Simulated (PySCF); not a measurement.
# C₃H₇FOSi: electronic excitations and core binding energies

Wanted: the electronic excitations and core binding energies of C₃H₇FOSi (`O=C[C@H]([SiH3])CF`), by calculation.

The runs use PySCF 2.14.0, with density-fitted response routines of our own; the level of theory stands in each step. All values are computed, except where a source is named. Atoms count from 0, in the outputs and in this text.

### Step 1. Starting geometry

13 atoms, charge 0, multiplicity 1; geometry from: GFN2-xTB.

Bonds of the start (Å): O0–C1 1.20, C1–C2 1.48, C2–Si3 1.94, C2–C4 1.52, C4–F5 1.38, C1–H6 1.11, C2–H7 1.09, Si3–H8 1.46, Si3–H9 1.46, Si3–H10 1.46, C4–H11 1.09, C4–H12 1.09.

### Step 2. Excited states and response: wB97X-D/def2-SVPD

The job: settings as JSON, then the geometry in Å.

```
{"job": {"kind": "uv", "xc": "wB97X-D", "basis": "def2-SVPD", "nstates": 8, "ntriplets": 3}, "charge": 0, "multiplicity": 1}
O     -0.475078    -2.270699     0.430357
C      0.007155    -1.554043    -0.408079
C     -0.174469    -0.092632    -0.506526
Si     1.402713     0.735114     0.265471
C     -1.402062     0.378298     0.249700
F     -1.307861     1.722841     0.534997
H      0.692095    -1.963547    -1.177628
H     -0.215560     0.205529    -1.555160
H      1.346282     2.149303    -0.084191
H      2.562620     0.090369    -0.352278
H      1.367342     0.503625     1.704959
H     -2.324000     0.243041    -0.325283
H     -1.483566    -0.146713     1.205932
```

Method: TDDFT wB97X-D/def2-SVPD, vertical, gas phase, core orbitals frozen in the response.

Command:

```
OMP_NUM_THREADS=1 python probes_run.py task.json out
```

The driver reads the jobs from task.json and runs them one after another.

Standard output:

```text
coarse grid: 11400 points
cycle   1  E = -582.4281398889  dE =  7.298e-01  |g| = 8.921e-01  |ddm| = 4.301e+00
cycle   2  E = -582.2436758325  dE =  1.845e-01  |g| = 1.385e+00  |ddm| = 2.538e+00
cycle   3  E = -582.5930236767  dE = -3.493e-01  |g| = 9.261e-02  |ddm| = 1.550e+00
cycle   4  E = -582.5943797130  dE = -1.356e-03  |g| = 5.745e-02  |ddm| = 1.657e-01
cycle   5  E = -582.5949719407  dE = -5.922e-04  |g| = 1.132e-02  |ddm| = 7.462e-02
cycle   6  E = -582.5950041901  dE = -3.225e-05  |g| = 4.299e-03  |ddm| = 2.588e-02
cycle   7  E = -582.5950098077  dE = -5.618e-06  |g| = 1.128e-03  |ddm| = 1.152e-02
final grid: 105968 points
cycle   8  E = -582.6805254026  dE = -8.581e-05  |g| = 6.922e-03  |ddm| = 1.212e-01
cycle   9  E = -582.6805251310  dE =  2.716e-07  |g| = 7.945e-03  |ddm| = 1.945e-02
cycle  10  E = -582.6805349637  dE = -9.833e-06  |g| = 5.644e-04  |ddm| = 5.799e-03
cycle  11  E = -582.6805350347  dE = -7.099e-08  |g| = 5.240e-04  |ddm| = 2.101e-03
cycle  12  E = -582.6805350933  dE = -5.852e-08  |g| = 1.244e-04  |ddm| = 6.506e-04
cycle  13  E = -582.6805350971  dE = -3.812e-09  |g| = 3.408e-05  |ddm| = 2.479e-04
cycle  14  E = -582.6805350976  dE = -5.459e-10  |g| = 9.337e-06  |ddm| = 9.761e-05
converged SCF energy = -582.6805350976

Static polarisability (au): isotropic 66.451, principal 58.876 66.014 74.463

Singlet excitations
state   eV       nm        f      main configurations
  1   4.4052    281.4   0.00097   H->L 0.93
  2   7.2692    170.6   0.12274   H-1->L 0.75, H->L+1 0.19
  3   7.4657    166.1   0.07070   H->L+1 0.60, H-1->L 0.18, H->L+4 0.10
  4   7.9802    155.4   0.00059   H-2->L 0.85
  5   8.1902    151.4   0.03455   H->L+3 0.34, H->L+5 0.24, H->L+2 0.21
  6   8.3074    149.2   0.01875   H->L+2 0.44, H->L+3 0.42
  7   8.4211    147.2   0.02568   H->L+4 0.65, H->L+1 0.12
  8   8.5909    144.3   0.04352   H-3->L 0.61, H-4->L 0.12

Triplet excitations (Tamm-Dancoff, eV): 3.8700 5.7711 7.2828
```

Wall time 60 s (1 thread of Intel Xeon at 2.50GHz, shared host); peak memory 0.81 GiB.

The orbitals next to the gap, with their largest atomic shares:

```csv
orbital,eV,atoms
HOMO−3,-12.12,"Si3 40 %, H9 28 %, H8 19 %"
HOMO−2,-11.79,"F5 24 %, C4 15 %, C2 13 %"
HOMO−1,-11.00,"C2 27 %, Si3 17 %, O0 15 %"
HOMO,-9.64,"O0 58 %, C1 15 %, C2 11 %"
LUMO,0.74,"C1 35 %, O0 30 %, Si3 10 %"
LUMO+1,1.94,"Si3 31 %, C1 11 %, H7 10 %"
LUMO+2,2.15,"Si3 52 %, H9 13 %, H10 9 %"
```

With each of the 8 states as a Gaussian band of 0.4 eV half-width at 1/e, the curve within the window shown has maxima at 168 nm (ε 7,400), 147 nm (ε 4,200) L/(mol cm). Beyond the last state computed it falls off for lack of states. The curve at chosen wavelengths:

nm, ε (L/mol/cm) and a bar:
```
      139       1421 ######
      146       4155 #################
      154       2846 ############
      161       4283 #################
      169       7408 ##############################
      176       4298 #################
      184        854 ###
      191        104 
      199          5 
      206          0 
      213          0 
      221          0 
      228          0 
      236          0 
      243          2 
      251          7 
      258         15 
      265         25 
      273         35 
      280         39 
      288         37 
      295         30 
      303         21 
      310         14 
      318          8 
      325          4
```

Ground-state properties from the same run:

```csv
property,computed
dipole moment (D),2.33
polarisability (Å³),9.85
HOMO–LUMO gap (eV),10.38
−ε(HOMO) (eV),9.64
```

### Step 3. Core holes by ΔSCF: SCAN, X2C

Same as in step 2 but for these lines:

```diff
@@ -1,2 +1,2 @@
-{"job": {"kind": "uv", "xc": "wB97X-D", "basis": "def2-SVPD", "nstates": 8, "ntriplets": 3}, "charge": 0, "multiplicity": 1}
+{"job": {"kind": "xps"}, "charge": 0, "multiplicity": 1}
 O     -0.475078    -2.270699     0.430357
```

Level: delta-SCF UKS SCAN, pcX-2 on the ionised atom, pcseg-1 elsewhere, spin-free X2C.

Standard output:

```text
ground state, core basis on atom 0 (O), 154 functions
  cycle   1  E = -583.51225162  |g| = 8.97e-01
  cycle   2  E = -582.64746883  |g| = 2.20e+00
  cycle   3  E = -583.64101750  |g| = 2.98e-01
  cycle   4  E = -583.65646202  |g| = 1.39e-01
  cycle   5  E = -583.66007109  |g| = 2.50e-02
  cycle   6  E = -583.66013173  |g| = 1.57e-02
  cycle   7  E = -583.66018434  |g| = 3.30e-03
  cycle   8  E = -583.66018768  |g| = 7.88e-04
  cycle   9  E = -583.66018828  |g| = 1.57e-04
  E(ground) = -583.69514493 Eh
hole in O 1s of atom 0
  cycle   1  E = -563.05279260  |g| = 2.22e+00
  cycle   2  E = -562.08486394  |g| = 2.35e+00
  cycle   3  E = -563.64956529  |g| = 6.71e-01
  cycle   4  E = -563.75579172  |g| = 5.13e-01
  cycle   5  E = -563.88515309  |g| = 7.84e-02
  cycle   6  E = -563.88770886  |g| = 4.68e-02
  cycle   7  E = -563.88865517  |g| = 1.14e-02
  cycle   8  E = -563.88869748  |g| = 4.33e-03
  cycle   9  E = -563.88870848  |g| = 1.31e-03
  cycle  10  E = -563.88870827  |g| = 5.02e-04
  cycle  11  E = -563.88870783  |g| = 2.24e-04
  E(ion) = -563.92491438 Eh   <S^2> = 0.7662   hole on atom = 1.000   binding energy = 537.975 eV
ground state, core basis on atom 1 (C), 154 functions
  cycle   1  E = -583.63565638  |g| = 8.40e-02
  cycle   2  E = -583.63139438  |g| = 1.59e-01
  cycle   3  E = -583.63623075  |g| = 3.00e-02
  cycle   4  E = -583.63640636  |g| = 5.25e-03
  cycle   5  E = -583.63641190  |g| = 9.64e-04
  cycle   6  E = -583.63641287  |g| = 1.87e-04
  E(ground) = -583.67387863 Eh
hole in C 1s of atom 1
  cycle   1  E = -572.29189705  |g| = 1.50e+00
  cycle   2  E = -569.52257563  |g| = 2.58e+00
  cycle   3  E = -572.39165996  |g| = 1.04e+00
  cycle   4  E = -572.71921618  |g| = 5.66e-01
  cycle   5  E = -572.74631227  |g| = 4.70e-01
  cycle   6  E = -572.83726505  |g| = 1.39e-01
  cycle   7  E = -572.84650106  |g| = 3.75e-02
  cycle   8  E = -572.84730578  |g| = 9.52e-03
  cycle   9  E = -572.84737766  |g| = 3.94e-03
  cycle  10  E = -572.84740112  |g| = 2.85e-03
  cycle  11  E = -572.84741852  |g| = 1.79e-03
  cycle  12  E = -572.84742681  |g| = 8.65e-04
  cycle  13  E = -572.84742838  |g| = 5.12e-04
  cycle  14  E = -572.84742869  |g| = 2.51e-04
  E(ion) = -572.88346285 Eh   <S^2> = 0.7963   hole on atom = 1.000   binding energy = 293.622 eV
ground state, core basis on atom 2 (C), 154 functions
  cycle   1  E = -583.63338298  |g| = 6.00e-02
  cycle   2  E = -583.63325040  |g| = 3.45e-02
  cycle   3  E = -583.63313311  |g| = 4.26e-02
  cycle   4  E = -583.63346787  |g| = 1.13e-02
  cycle   5  E = -583.63349514  |g| = 1.01e-03
  cycle   6  E = -583.63349708  |g| = 2.67e-04
  E(ground) = -583.67095279 Eh
hole in C 1s of atom 2
  cycle   1  E = -572.36334754  |g| = 1.52e+00
  cycle   2  E = -571.08691627  |g| = 2.24e+00
  cycle   3  E = -572.74046437  |g| = 7.04e-01
  cycle   4  E = -572.80339340  |g| = 5.87e-01
  cycle   5  E = -572.93796497  |g| = 1.03e-01
  cycle   6  E = -572.94055126  |g| = 5.96e-02
  cycle   7  E = -572.94171038  |g| = 8.01e-03
  cycle   8  E = -572.94173641  |g| = 3.36e-03
  cycle   9  E = -572.94174221  |g| = 1.14e-03
  cycle  10  E = -572.94174526  |g| = 5.26e-04
  cycle  11  E = -572.94174600  |g| = 1.53e-04
  E(ion) = -572.97751752 Eh   <S^2> = 0.7681   hole on atom = 1.000   binding energy = 290.983 eV
ground state, core basis on atom 3 (Si), 165 functions
  cycle   1  E = -583.72502022  |g| = 2.87e-01
  cycle   2  E = -583.72507748  |g| = 3.66e-02
  cycle   3  E = -583.72502555  |g| = 3.14e-02
  cycle   4  E = -583.72515029  |g| = 1.52e-02
  cycle   5  E = -583.72519530  |g| = 3.42e-03
  cycle   6  E = -583.72519671  |g| = 6.39e-04
  cycle   7  E = -583.72519775  |g| = 1.18e-04
  E(ground) = -583.72108320 Eh
hole in Si 1s of atom 3
  cycle   1  E = -514.78620005  |g| = 4.35e+00
  cycle   2  E = -513.76594236  |g| = 2.50e+00
  cycle   3  E = -513.23948808  |g| = 2.00e+00
  cycle   4  E = -515.77482142  |g| = 3.65e-01
  cycle   5  E = -515.80446737  |g| = 2.80e-01
  cycle   6  E = -515.84385596  |g| = 6.37e-02
  cycle   7  E = -515.84516606  |g| = 2.91e-02
  cycle   8  E = -515.84544028  |g| = 1.47e-02
  cycle   9  E = -515.84554168  |g| = 2.50e-03
  cycle  10  E = -515.84554529  |g| = 9.08e-04
  cycle  11  E = -515.84554579  |g| = 3.96e-04
  E(ion) = -515.84891476 Eh   <S^2> = 0.7524   hole on atom = 1.000   binding energy = 1846.896 eV
hole in Si 2p of atom 3
  cycle   1  E = -579.44251414  |g| = 1.23e+00
  cycle   2  E = -578.53050944  |g| = 1.58e+00
  cycle   3  E = -579.40130137  |g| = 8.83e-01
  cycle   4  E = -579.74738143  |g| = 1.98e-01
  cycle   5  E = -579.75243162  |g| = 1.68e-01
  cycle   6  E = -579.76600030  |g| = 3.30e-02
  cycle   7  E = -579.76646375  |g| = 1.35e-02
  cycle   8  E = -579.76652643  |g| = 4.27e-03
  cycle   9  E = -579.76653311  |g| = 1.25e-03
  cycle  10  E = -579.76653481  |g| = 4.58e-04
  E(ion) = -579.77366462 Eh   <S^2> = 0.7528   hole on atom = 1.002   binding energy = 107.415 eV
  2p3/2 = 107.193 eV   2p1/2 = 107.816 eV
ground state, core basis on atom 4 (C), 154 functions
  cycle   1  E = -583.63495918  |g| = 5.97e-02
  cycle   2  E = -583.63497069  |g| = 2.28e-02
  cycle   3  E = -583.63495134  |g| = 2.75e-02
  cycle   4  E = -583.63508405  |g| = 9.58e-03
  cycle   5  E = -583.63510377  |g| = 2.11e-03
  cycle   6  E = -583.63510353  |g| = 4.31e-04
  E(ground) = -583.67190645 Eh
hole in C 1s of atom 4
  cycle   1  E = -572.30618848  |g| = 1.50e+00
  cycle   2  E = -569.18627767  |g| = 2.64e+00
  cycle   3  E = -569.26066200  |g| = 2.23e+00
  cycle   4  E = -572.70185854  |g| = 6.43e-01
  cycle   5  E = -572.75277045  |g| = 5.15e-01
  cycle   6  E = -572.84320435  |g| = 1.92e-01
  cycle   7  E = -572.85724237  |g| = 3.07e-02
  cycle   8  E = -572.85774490  |g| = 1.28e-02
  cycle   9  E = -572.85781942  |g| = 4.00e-03
  cycle  10  E = -572.85782947  |g| = 1.42e-03
  cycle  11  E = -572.85782946  |g| = 5.45e-04
  cycle  12  E = -572.85783082  |g| = 2.03e-04
  E(ion) = -572.89475138 Eh   <S^2> = 0.7717   hole on atom = 1.000   binding energy = 293.261 eV
ground state, core basis on atom 5 (F), 154 functions
  cycle   1  E = -583.67635060  |g| = 1.17e-01
  cycle   2  E = -583.67608990  |g| = 5.49e-02
  cycle   3  E = -583.67601810  |g| = 6.06e-02
  cycle   4  E = -583.67651694  |g| = 5.25e-03
  cycle   5  E = -583.67652295  |g| = 8.51e-04
  cycle   6  E = -583.67652344  |g| = 4.05e-04
  E(ground) = -583.71551973 Eh
hole in F 1s of atom 5
  cycle   1  E = -557.33019465  |g| = 2.58e+00
  cycle   2  E = -555.49878439  |g| = 2.66e+00
  cycle   3  E = -556.65537399  |g| = 1.67e+00
  cycle   4  E = -558.16790415  |g| = 3.66e-01
  cycle   5  E = -558.17981992  |g| = 2.91e-01
  cycle   6  E = -558.21344341  |g| = 1.20e-01
  cycle   7  E = -558.21950873  |g| = 3.26e-02
  cycle   8  E = -558.21992947  |g| = 7.01e-03
  cycle   9  E = -558.21994963  |g| = 2.40e-03
  cycle  10  E = -558.21995204  |g| = 6.05e-04
  cycle  11  E = -558.21995289  |g| = 1.14e-04
  E(ion) = -558.26472247 Eh   <S^2> = 0.7570   hole on atom = 1.000   binding energy = 692.551 eV
```

It took 3.4 min on 1 thread of Intel Xeon at 2.50GHz, shared host; peak memory 0.63 GiB.

Binding energies by hole, beside the orbital energy of the ground state; the difference holds orbital relaxation and, for a density functional, its self-interaction error:

```csv
hole,stands for,environment,ΔSCF (eV; 2p as the shell's mean),−ε (eV),⟨S²⟩
O1s on O0,O0,aldehyde oxygen,537.98,516.7,0.766
C1s on C1,C1,aldehyde carbonyl carbon,293.62,276.3,0.796
C1s on C2,C2,"sp3 CH bonded to Si, α to a carbonyl",290.98,274.3,0.768
Si1s on Si3,Si3,"silicon bonded to C, 3 H",1846.90,1793.7,0.752
Si2p on Si3,Si3,"silicon bonded to C, 3 H",107.40,96.6,0.753
C1s on C4,C4,sp3 CH2 bonded to F,293.26,275.9,0.772
F1s on F5,F5,fluorine on an sp3 carbon,692.55,666.5,0.757
```

With the spin-orbit splitting: Si3 2p3/2 107.19, 2p1/2 107.82 eV. The table gives each 2p level as the mean over the whole 2p shell (two parts 2p3/2, one part 2p1/2), which differs a little from the single hole in the log.

### Step 4. Results

| quantity | value |
| --- | --- |
| lowest singlet (wB97X-D/def2-SVPD) | 4.41 eV (281 nm), f = 0.001 |
| brightest single state of those computed | state 2, 7.27 eV, f = 0.123 |
| lowest triplet | 3.87 eV |
| C1s binding energies, SCAN/pcX-2 | C1 293.62, C4 293.26, C2 290.98 eV |
| O1s binding energies, SCAN/pcX-2 | O0 537.98 eV |
| Si1s binding energies, SCAN/pcX-2 | Si3 1846.90 eV |
| Si2p binding energies, SCAN/pcX-2 | Si3 107.40 eV |
| F1s binding energies, SCAN/pcX-2 | F5 692.55 eV |

What this shows: The lowest singlet, at 4.41 eV, is HOMO→LUMO 0.93 and is dark; of the 8 states computed, the strongest absorption comes from state 2 at 7.27 eV. The lowest triplet lies 0.54 eV below the lowest singlet (triplets in Tamm-Dancoff, singlets in full TDDFT). The C1s levels kept as sound span 2.64 eV, from C2 (sp3 CH bonded to Si, α to a carbonyl) up to C1 (aldehyde carbonyl carbon).
